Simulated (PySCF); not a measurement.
**C₂H₉NOSi: electronic excitations at several levels of theory**

Aim: compute the electronic excitations of C₂H₉NOSi (`COC[SiH2]N`) at several levels, and see how far they spread and what each costs.

Computed with PySCF 2.14.0, with density-fitted response routines of our own, on a single molecule in the gas phase. Atoms are numbered from 0 throughout.

## 1. The starting structure

14 atoms, charge 0, multiplicity 1; geometry from: GFN2-xTB. The atoms were then displaced at random by about 0.01 Å, so the start is not that level's minimum.

Bonds of the start (Å): C0–O1 1.37, O1–C2 1.41, C2–Si3 1.96, Si3–N4 1.70, C0–H5 1.12, C0–H6 1.11, C0–H7 1.07, C2–H8 1.09, C2–H9 1.08, Si3–H10 1.48, Si3–H11 1.45, N4–H12 1.04, N4–H13 1.00.

## 2. Relaxing the molecule at PBE0-D3(BJ)/def2-SVP

The job: settings as JSON, then the geometry in Å.

```
{"job": {"xc": "PBE0", "basis": "def2-SVP", "d3": "d3bj", "grid": 1, "shake": 0.01, "kind": "geom"}, "charge": 0, "multiplicity": 1}
C     -2.235640     0.449310     0.107410
O     -0.884400     0.414460     0.350610
C     -0.267720    -0.708190    -0.239000
Si     1.618710    -0.614790     0.272340
N      2.144420     0.863550    -0.388020
H     -2.634580     1.384400     0.577420
H     -2.454470     0.514960    -0.974160
H     -2.756980    -0.393630     0.517260
H     -0.721090    -1.624630     0.148660
H     -0.382690    -0.688280    -1.310280
H      1.647620    -0.771450     1.745630
H      2.354130    -1.681740    -0.373430
H      1.491120     1.668760    -0.350280
H      3.074430     1.172190    -0.186520
```

Started as:

```
OMP_NUM_THREADS=1 python probes_run.py task.json out
```

The driver reads the jobs from task.json and runs them one after another.

Log:

```text
step   0  E = -500.48276513  max force = 0.038724
step   1  E = -500.48881135  max force = 0.005210
step   2  E = -500.48931192  max force = 0.002167
step   3  E = -500.48941444  max force = 0.001590
step   4  E = -500.48944096  max force = 0.000948
step   5  E = -500.48945483  max force = 0.000354
optimisation converged
```

It took 19 s on 1 thread of Intel Xeon 6975P-C, shared host; peak memory 0.52 GiB.

Step by step:

| step | energy from step 0 (eV) | largest force component (eV/Å) |
| --- | --- | --- |
| 0 | 0.0000 | 1.9913 |
| 1 | -0.1645 | 0.2679 |
| 2 | -0.1781 | 0.1114 |
| 3 | -0.1809 | 0.0818 |
| 4 | -0.1817 | 0.0487 |
| 5 | -0.1820 | 0.0182 |

Close pairs (by a distance rule), those that changed most:

| bond | before (Å) | after (Å) | change (Å) |
| --- | --- | --- | --- |
| C2–Si3 | 1.957 | 1.892 | -0.065 |
| Si3–H11 | 1.448 | 1.496 | +0.048 |
| C0–H7 | 1.073 | 1.108 | +0.036 |
| C2–H9 | 1.078 | 1.111 | +0.033 |
| Si3–N4 | 1.702 | 1.732 | +0.030 |
| N4–H12 | 1.038 | 1.016 | -0.021 |
| C0–H5 | 1.120 | 1.100 | -0.020 |
| Si3–H10 | 1.482 | 1.502 | +0.020 |

The end geometry stands in the next job.

| at the end point | value |
| --- | --- |
| point group (found at 0.08 Å tolerance) | C1 |
| rotational constants (GHz, main isotopes) | 8.575, 2.038, 1.775 |
| dipole moment (D) | 0.89 |

## 3. TDDFT and polarisability: PBE0/def2-SVP

The job: settings as JSON, then the geometry in Å.

```
{"job": {"kind": "uv", "xc": "PBE0", "basis": "def2-SVP"}, "charge": 0, "multiplicity": 1}
C     -2.227044     0.477035     0.126262
O     -0.859238     0.385990     0.376602
C     -0.248676    -0.738328    -0.206508
Si     1.596025    -0.615993     0.196777
N      2.069466     0.947834    -0.377677
H     -2.603250     1.388588     0.612644
H     -2.444540     0.540263    -0.958765
H     -2.779560    -0.393373     0.532962
H     -0.687167    -1.684658     0.175219
H     -0.392001    -0.743912    -1.307888
H      1.776904    -0.863893     1.667165
H      2.361323    -1.676885    -0.529451
H      1.408904     1.690349    -0.164874
H      3.021061     1.273151    -0.247729
```

Method: TDDFT PBE0/def2-SVP, vertical, gas phase, core orbitals frozen in the response.

Log:

```text
coarse grid: 11528 points
cycle   1  E = -500.3411604050  dE =  2.877e-01  |g| = 5.954e-01  |ddm| = 3.480e+00
cycle   2  E = -500.2677033902  dE =  7.346e-02  |g| = 8.463e-01  |ddm| = 1.364e+00
cycle   3  E = -500.4140602139  dE = -1.464e-01  |g| = 5.835e-02  |ddm| = 8.622e-01
cycle   4  E = -500.4146078283  dE = -5.476e-04  |g| = 2.622e-02  |ddm| = 5.457e-02
cycle   5  E = -500.4147453435  dE = -1.375e-04  |g| = 7.292e-03  |ddm| = 2.610e-02
cycle   6  E = -500.4147561784  dE = -1.083e-05  |g| = 1.633e-03  |ddm| = 7.251e-03
cycle   7  E = -500.4147568258  dE = -6.474e-07  |g| = 3.160e-04  |ddm| = 1.965e-03
final grid: 104896 points
cycle   8  E = -500.4808505651  dE = -1.482e-05  |g| = 1.019e-02  |ddm| = 2.025e-02
cycle   9  E = -500.4808328345  dE =  1.773e-05  |g| = 1.406e-02  |ddm| = 1.767e-02
cycle  10  E = -500.4808720058  dE = -3.917e-05  |g| = 9.541e-04  |ddm| = 1.038e-02
cycle  11  E = -500.4808722273  dE = -2.216e-07  |g| = 1.123e-04  |ddm| = 1.129e-03
cycle  12  E = -500.4808722297  dE = -2.356e-09  |g| = 5.414e-05  |ddm| = 1.623e-04
cycle  13  E = -500.4808722303  dE = -6.304e-10  |g| = 1.626e-05  |ddm| = 5.596e-05
converged SCF energy = -500.4808722303

Static polarisability (au): isotropic 56.763, principal 50.064 54.771 65.454

Singlet excitations
state   eV       nm        f      main configurations
  1   6.7937    182.5   0.01580   H->L 0.98
  2   7.4587    166.2   0.01444   H->L+1 0.84, H->L+2 0.10
  3   7.5083    165.1   0.00432   H-1->L 0.72, H-1->L+1 0.20
  4   7.8226    158.5   0.03962   H-1->L+1 0.77, H-1->L 0.22
  5   8.3001    149.4   0.02581   H-2->L 0.79, H->L+3 0.09
  6   8.4172    147.3   0.02185   H->L+2 0.74, H->L+1 0.08
  7   8.5351    145.3   0.02482   H->L+3 0.64, H-2->L 0.09, H->L+4 0.09
  8   8.7024    142.5   0.03544   H-1->L+2 0.90
  9   8.7327    142.0   0.08881   H-2->L+1 0.86
 10   8.9318    138.8   0.00787   H-1->L+3 0.83

Triplet excitations (Tamm-Dancoff, eV): 6.2795 7.1524 7.2395 7.6236
```

It took 8.1 s on 1 thread of Intel Xeon 6975P-C, shared host; peak memory 0.62 GiB.

Frontier orbitals and where they lie:

| orbital | eV | atoms |
| --- | --- | --- |
| HOMO−3 | -9.38 | Si3 36 %, H11 28 %, H10 13 % |
| HOMO−2 | -8.34 | C2 31 %, O1 24 %, Si3 21 % |
| HOMO−1 | -7.43 | O1 65 %, H9 6 %, H6 6 % |
| HOMO | -7.02 | N4 71 %, H10 11 %, Si3 8 % |
| LUMO | 1.32 | Si3 48 %, H13 14 %, N4 12 % |
| LUMO+1 | 1.72 | Si3 24 %, H9 13 %, C2 12 % |
| LUMO+2 | 2.51 | Si3 34 %, H6 14 %, H11 13 % |

With each of the 10 states as a Gaussian band of 0.4 eV half-width at 1/e, the curve within the window shown has maxima at 179 nm (ε 700), 143 nm (ε 7,100) L/(mol cm). Beyond the last state computed it falls off for lack of states. The curve at chosen wavelengths:

| nm | ε (L/mol/cm) |
| --- | --- |
| 134 | 1255 |
| 137 | 3442 |
| 139 | 5209 |
| 142 | 6966 |
| 144 | 7031 |
| 147 | 5797 |
| 150 | 4152 |
| 152 | 3328 |
| 155 | 2659 |
| 157 | 2462 |
| 160 | 2240 |
| 163 | 1918 |
| 165 | 1646 |
| 168 | 1235 |
| 170 | 1008 |
| 173 | 790 |
| 176 | 711 |
| 178 | 704 |
| 181 | 699 |
| 183 | 672 |
| 186 | 580 |
| 189 | 445 |
| 191 | 349 |
| 194 | 221 |
| 196 | 154 |
| 199 | 82 |

Further results of this job:

| property | computed |
| --- | --- |
| dipole moment (D) | 0.89 |
| polarisability (Å³) | 8.41 |
| HOMO–LUMO gap (eV) | 8.34 |
| −ε(HOMO) (eV) | 7.02 |

## 4. Ultraviolet spectrum: PBE0/def2-TZVP

Same as in step 3 but for these lines:

```diff
@@ -1,2 +1,2 @@
-{"job": {"kind": "uv", "xc": "PBE0", "basis": "def2-SVP"}, "charge": 0, "multiplicity": 1}
+{"job": {"kind": "uv", "xc": "PBE0", "basis": "def2-TZVP"}, "charge": 0, "multiplicity": 1}
 C     -2.227044     0.477035     0.126262
```

Level: TDDFT PBE0/def2-TZVP, vertical, gas phase, core orbitals frozen in the response.

Log:

```text
coarse grid: 11528 points
cycle   1  E = -500.7558298317  dE =  2.990e-01  |g| = 6.395e-01  |ddm| = 2.530e+00
cycle   2  E = -500.6538417083  dE =  1.020e-01  |g| = 9.661e-01  |ddm| = 1.257e+00
cycle   3  E = -500.8353804987  dE = -1.815e-01  |g| = 7.413e-02  |ddm| = 8.486e-01
cycle   4  E = -500.8361245065  dE = -7.440e-04  |g| = 3.725e-02  |ddm| = 5.264e-02
cycle   5  E = -500.8363724106  dE = -2.479e-04  |g| = 9.987e-03  |ddm| = 2.604e-02
cycle   6  E = -500.8363912863  dE = -1.888e-05  |g| = 2.089e-03  |ddm| = 7.160e-03
cycle   7  E = -500.8363922662  dE = -9.800e-07  |g| = 4.928e-04  |ddm| = 2.003e-03
final grid: 104896 points
cycle   8  E = -500.8274823378  dE = -4.325e-05  |g| = 1.116e-02  |ddm| = 3.485e-02
cycle   9  E = -500.8274608456  dE =  2.149e-05  |g| = 1.564e-02  |ddm| = 1.369e-02
cycle  10  E = -500.8275052434  dE = -4.440e-05  |g| = 1.266e-03  |ddm| = 8.285e-03
cycle  11  E = -500.8275055867  dE = -3.433e-07  |g| = 2.109e-04  |ddm| = 1.142e-03
cycle  12  E = -500.8275055959  dE = -9.276e-09  |g| = 8.808e-05  |ddm| = 2.363e-04
cycle  13  E = -500.8275055975  dE = -1.531e-09  |g| = 2.500e-05  |ddm| = 6.246e-05
cycle  14  E = -500.8275055976  dE = -1.279e-10  |g| = 5.077e-06  |ddm| = 2.004e-05
converged SCF energy = -500.8275055976

Static polarisability (au): isotropic 63.993, principal 56.976 61.588 73.415

Singlet excitations
state   eV       nm        f      main configurations
  1   6.4023    193.7   0.02197   H->L 0.98
  2   7.0326    176.3   0.00124   H-1->L 0.82, H-1->L+1 0.13
  3   7.2095    172.0   0.01150   H->L+1 0.88, H->L+2 0.09
  4   7.4104    167.3   0.03923   H-1->L+1 0.84, H-1->L 0.14
  5   7.7675    159.6   0.02777   H-2->L 0.90
  6   8.0119    154.8   0.01572   H->L+2 0.51, H->L+3 0.20, H->L+4 0.10
  7   8.1398    152.3   0.01080   H->L+3 0.60, H->L+2 0.20
  8   8.2764    149.8   0.00878   H->L+4 0.55, H-1->L+2 0.13
  9   8.2967    149.4   0.07444   H-2->L+1 0.89
 10   8.3090    149.2   0.04710   H-1->L+2 0.58, H->L+4 0.12, H-1->L+4 0.12

Triplet excitations (Tamm-Dancoff, eV): 5.9808 6.7612 6.9920 7.2167
```

Wall time 19 s (1 thread of Intel Xeon 6975P-C, shared host); peak memory 0.92 GiB.

This run: HOMO -7.26 eV, LUMO 0.61 eV; lowest singlet 6.40 eV.

## 5. Ultraviolet spectrum: PBE0/aug-cc-pVDZ

Same as in step 4 but for these lines:

```diff
@@ -1,2 +1,2 @@
-{"job": {"kind": "uv", "xc": "PBE0", "basis": "def2-TZVP"}, "charge": 0, "multiplicity": 1}
+{"job": {"kind": "uv", "xc": "PBE0", "basis": "aug-cc-pVDZ"}, "charge": 0, "multiplicity": 1}
 C     -2.227044     0.477035     0.126262
```

With the program's defaults for keys left out, this is: TDDFT PBE0/aug-cc-pVDZ, vertical, gas phase, core orbitals frozen in the response.

Log:

```text
coarse grid: 11528 points
cycle   1  E = -500.6700766973  dE =  3.403e-01  |g| = 5.976e-01  |ddm| = 7.559e+00
cycle   2  E = -500.5707165936  dE =  9.936e-02  |g| = 9.156e-01  |ddm| = 1.954e+00
cycle   3  E = -500.7445002511  dE = -1.738e-01  |g| = 6.543e-02  |ddm| = 1.145e+00
cycle   4  E = -500.7451633911  dE = -6.631e-04  |g| = 3.204e-02  |ddm| = 1.303e-01
cycle   5  E = -500.7453635060  dE = -2.001e-04  |g| = 8.543e-03  |ddm| = 5.588e-02
cycle   6  E = -500.7453785548  dE = -1.505e-05  |g| = 1.925e-03  |ddm| = 1.450e-02
cycle   7  E = -500.7453794699  dE = -9.152e-07  |g| = 3.826e-04  |ddm| = 3.956e-03
final grid: 104896 points
cycle   8  E = -500.7551496217  dE = -1.902e-05  |g| = 1.025e-02  |ddm| = 1.039e-01
cycle   9  E = -500.7551307640  dE =  1.886e-05  |g| = 1.429e-02  |ddm| = 3.575e-02
cycle  10  E = -500.7551715851  dE = -4.082e-05  |g| = 1.174e-03  |ddm| = 1.915e-02
cycle  11  E = -500.7551719162  dE = -3.312e-07  |g| = 1.499e-04  |ddm| = 1.970e-03
cycle  12  E = -500.7551719205  dE = -4.295e-09  |g| = 7.778e-05  |ddm| = 3.496e-04
cycle  13  E = -500.7551719218  dE = -1.282e-09  |g| = 2.233e-05  |ddm| = 1.518e-04
cycle  14  E = -500.7551719219  dE = -1.104e-10  |g| = 4.552e-06  |ddm| = 4.225e-05
converged SCF energy = -500.7551719219

Static polarisability (au): isotropic 69.337, principal 62.391 66.520 79.099

Singlet excitations
state   eV       nm        f      main configurations
  1   5.8995    210.2   0.02200   H->L 0.82, H->L+1 0.15
  2   6.4485    192.3   0.02384   H-1->L 0.52, H->L+1 0.23, H-1->L+1 0.13
  3   6.4745    191.5   0.00465   H->L+1 0.52, H-1->L 0.23, H->L 0.10
  4   6.6725    185.8   0.01712   H-1->L+1 0.79, H-1->L 0.16
  5   6.7799    182.9   0.02642   H->L+2 0.85
  6   7.0535    175.8   0.02768   H->L+3 0.81
  7   7.1265    174.0   0.00352   H-1->L+2 0.63, H->L+4 0.21
  8   7.1372    173.7   0.00549   H->L+4 0.59, H-1->L+2 0.22
  9   7.3150    169.5   0.02461   H->L+6 0.47, H-1->L+3 0.17, H-2->L 0.17
 10   7.3239    169.3   0.01410   H-1->L+3 0.67, H->L+6 0.16

Triplet excitations (Tamm-Dancoff, eV): 5.6016 6.3141 6.3434 6.5449
```

It took 17 s on 1 thread of Intel Xeon 6975P-C, shared host; peak memory 0.84 GiB.

In short: HOMO -7.24 eV, LUMO -0.10 eV; lowest singlet 5.90 eV.

## 6. Ultraviolet spectrum: PBE0/def2-TZVPD

Same as in step 5 but for these lines:

```diff
@@ -1,2 +1,2 @@
-{"job": {"kind": "uv", "xc": "PBE0", "basis": "aug-cc-pVDZ"}, "charge": 0, "multiplicity": 1}
+{"job": {"kind": "uv", "xc": "PBE0", "basis": "def2-TZVPD"}, "charge": 0, "multiplicity": 1}
 C     -2.227044     0.477035     0.126262
```

Method: TDDFT PBE0/def2-TZVPD, vertical, gas phase, core orbitals frozen in the response.

Log:

```text
coarse grid: 11528 points
cycle   1  E = -500.7583755791  dE =  2.980e-01  |g| = 6.371e-01  |ddm| = 2.837e+00
cycle   2  E = -500.6499004735  dE =  1.085e-01  |g| = 9.793e-01  |ddm| = 1.264e+00
cycle   3  E = -500.8375299373  dE = -1.876e-01  |g| = 7.500e-02  |ddm| = 7.324e-01
cycle   4  E = -500.8382881476  dE = -7.582e-04  |g| = 3.788e-02  |ddm| = 6.252e-02
cycle   5  E = -500.8385426260  dE = -2.545e-04  |g| = 1.045e-02  |ddm| = 2.989e-02
cycle   6  E = -500.8385633768  dE = -2.075e-05  |g| = 2.091e-03  |ddm| = 9.358e-03
cycle   7  E = -500.8385643610  dE = -9.842e-07  |g| = 5.096e-04  |ddm| = 2.052e-03
final grid: 104896 points
cycle   8  E = -500.8296796058  dE = -4.871e-05  |g| = 1.119e-02  |ddm| = 1.877e-01
cycle   9  E = -500.8296575047  dE =  2.210e-05  |g| = 1.578e-02  |ddm| = 1.851e-02
cycle  10  E = -500.8297026514  dE = -4.515e-05  |g| = 1.306e-03  |ddm| = 8.609e-03
cycle  11  E = -500.8297030185  dE = -3.670e-07  |g| = 2.237e-04  |ddm| = 1.048e-03
cycle  12  E = -500.8297030290  dE = -1.051e-08  |g| = 9.394e-05  |ddm| = 3.874e-04
cycle  13  E = -500.8297030307  dE = -1.752e-09  |g| = 2.687e-05  |ddm| = 8.608e-05
cycle  14  E = -500.8297030309  dE = -1.444e-10  |g| = 5.519e-06  |ddm| = 2.683e-05
converged SCF energy = -500.8297030309

Static polarisability (au): isotropic 68.797, principal 61.828 65.981 78.583

Singlet excitations
state   eV       nm        f      main configurations
  1   6.1191    202.6   0.02247   H->L 0.96
  2   6.6780    185.7   0.01214   H-1->L 0.64, H-1->L+1 0.25
  3   6.7561    183.5   0.01169   H->L+1 0.81
  4   6.9049    179.6   0.02448   H-1->L+1 0.73, H-1->L 0.25
  5   7.1215    174.1   0.02859   H->L+2 0.82, H->L+3 0.14
  6   7.4176    167.1   0.00379   H->L+3 0.60, H->L+1 0.09, H->L+2 0.08
  7   7.4641    166.1   0.00631   H-1->L+2 0.71, H-1->L+3 0.17
  8   7.5046    165.2   0.01500   H-2->L 0.84
  9   7.6839    161.4   0.00481   H-1->L+3 0.45, H-1->L+2 0.15, H-1->L+5 0.13
 10   7.7103    160.8   0.00790   H->L+5 0.62, H->L+7 0.13

Triplet excitations (Tamm-Dancoff, eV): 5.7714 6.4874 6.5853 6.7541
```

Wall time 27 s (1 thread of Intel Xeon 6975P-C, shared host); peak memory 1.1 GiB.

This run: HOMO -7.31 eV, LUMO 0.18 eV; lowest singlet 6.12 eV.

## 7. Ultraviolet spectrum: PBE0/6-31+G*

Same as in step 6 but for these lines:

```diff
@@ -1,2 +1,2 @@
-{"job": {"kind": "uv", "xc": "PBE0", "basis": "def2-TZVPD"}, "charge": 0, "multiplicity": 1}
+{"job": {"kind": "uv", "xc": "PBE0", "basis": "6-31+G*"}, "charge": 0, "multiplicity": 1}
 C     -2.227044     0.477035     0.126262
```

Method: TDDFT PBE0/6-31+G*, vertical, gas phase, core orbitals frozen in the response.

Log:

```text
coarse grid: 11528 points
cycle   1  E = -500.6898235749  dE =  3.221e-01  |g| = 5.878e-01  |ddm| = 3.231e+00
cycle   2  E = -500.5986622621  dE =  9.116e-02  |g| = 8.879e-01  |ddm| = 1.416e+00
cycle   3  E = -500.7635932346  dE = -1.649e-01  |g| = 6.124e-02  |ddm| = 8.843e-01
cycle   4  E = -500.7641578563  dE = -5.646e-04  |g| = 3.002e-02  |ddm| = 7.500e-02
cycle   5  E = -500.7643383990  dE = -1.805e-04  |g| = 7.808e-03  |ddm| = 2.925e-02
cycle   6  E = -500.7643506173  dE = -1.222e-05  |g| = 1.972e-03  |ddm| = 8.808e-03
cycle   7  E = -500.7643515970  dE = -9.797e-07  |g| = 3.030e-04  |ddm| = 2.312e-03
final grid: 104896 points
cycle   8  E = -500.7120924748  dE = -1.296e-05  |g| = 1.039e-02  |ddm| = 2.627e-02
cycle   9  E = -500.7120728378  dE =  1.964e-05  |g| = 1.454e-02  |ddm| = 1.783e-02
cycle  10  E = -500.7121153539  dE = -4.252e-05  |g| = 1.125e-03  |ddm| = 1.068e-02
cycle  11  E = -500.7121156617  dE = -3.078e-07  |g| = 1.294e-04  |ddm| = 1.228e-03
cycle  12  E = -500.7121156648  dE = -3.094e-09  |g| = 6.724e-05  |ddm| = 2.260e-04
cycle  13  E = -500.7121156658  dE = -9.394e-10  |g| = 2.124e-05  |ddm| = 7.958e-05
converged SCF energy = -500.7121156658

Static polarisability (au): isotropic 61.801, principal 56.719 59.488 69.197

Singlet excitations
state   eV       nm        f      main configurations
  1   5.9871    207.1   0.02606   H->L 0.98
  2   6.6020    187.8   0.01244   H->L+1 0.90
  3   6.6641    186.0   0.00235   H-1->L 0.66, H-1->L+1 0.25
  4   6.8302    181.5   0.02397   H-1->L+1 0.70, H-1->L 0.28
  5   7.0440    176.0   0.03755   H->L+2 0.85, H->L+3 0.12
  6   7.4096    167.3   0.04877   H->L+3 0.46, H->L+4 0.31, H-1->L+2 0.09
  7   7.4386    166.7   0.00262   H-1->L+2 0.62, H-1->L+3 0.17, H->L+4 0.11
  8   7.4838    165.7   0.02598   H-2->L 0.85
  9   7.5297    164.7   0.00405   H->L+4 0.36, H->L+3 0.29, H->L+5 0.14
 10   7.6526    162.0   0.00453   H->L+5 0.56, H-1->L+4 0.09, H->L+4 0.09

Triplet excitations (Tamm-Dancoff, eV): 5.6654 6.4624 6.4902 6.7085
```

Wall time 7.4 s (1 thread of Intel Xeon 6975P-C, shared host); peak memory 0.63 GiB.

Key values: HOMO -7.21 eV, LUMO 0.11 eV; lowest singlet 5.99 eV.

## 8. Run by run: electronic excitations

Excitations and ground-state properties, with basis size and wall time:

| run | lowest singlet (eV) | brightest (eV) | f | gap (eV) | α (Å³) | μ (D) | functions | time |
| --- | --- | --- | --- | --- | --- | --- | --- | --- |
| PBE0/def2-SVP | 6.79 | 8.73 | 0.089 | 8.34 | 8.41 | 0.89 | 119 | 8.1 s |
| PBE0/def2-TZVP | 6.40 | 8.30 | 0.074 | 7.87 | 9.48 | 0.82 | 215 | 19 s |
| PBE0/aug-cc-pVDZ | 5.90 | 7.05 | 0.028 | 7.15 | 10.27 | 0.79 | 200 | 17 s |
| PBE0/def2-TZVPD | 6.12 | 7.12 | 0.029 | 7.49 | 10.19 | 0.79 | 275 | 27 s |
| PBE0/6-31+G* | 5.99 | 7.41 | 0.049 | 7.32 | 9.16 | 0.81 | 112 | 7.4 s |

## 9. Summary of results

| quantity | value |
| --- | --- |
| point group | C1 |
| rotational constants (main isotopes) | 8.57, 2.04, 1.78 GHz |
| lowest singlet (PBE0/def2-SVP) | 6.79 eV (182 nm), f = 0.016 |
| brightest single state of those computed | state 9, 8.73 eV, f = 0.089 |
| lowest triplet | 6.28 eV |
| range of the lowest singlet | 5.90 to 6.79 eV |

Single values in the summary come from the first sound run of each kind (PBE0/def2-SVP), which need not be the best level. The start of the PBE0/def2-SVP relaxation was shaken at random by about 0.01 Å, so part of the energy gained, and of the first lengths quoted, undoes that. The optimisation took 5 steps and gained 0.182 eV; among the close pairs (by a distance rule), C2–Si3 changed most, from 1.957 to 1.892 Å. No frequency check was run at this level, so the end point may be a saddle. The lowest singlet, at 6.79 eV, is HOMO→LUMO 0.98 and is weak; of the 10 states computed, the strongest absorption comes from state 9 at 8.73 eV. The lowest triplet lies 0.51 eV below the lowest singlet (triplets in Tamm-Dancoff, singlets in full TDDFT). At PBE0/def2-SVP, states above −ε(HOMO) (7.02 eV) lie where TDDFT describes them poorly and they hang on the basis; the brightest is among them. The basis of PBE0/def2-SVP has no diffuse functions, so Rydberg states are missing and the high states are unreliable. The lowest singlet runs from 5.90 eV (PBE0/aug-cc-pVDZ) to 6.79 eV (PBE0/def2-SVP), while the orbital gap spans 7.15 to 8.34 eV. The lowest state need not be the same one in every run. The runs solved for a few states only, so the brightest column depends on that window.
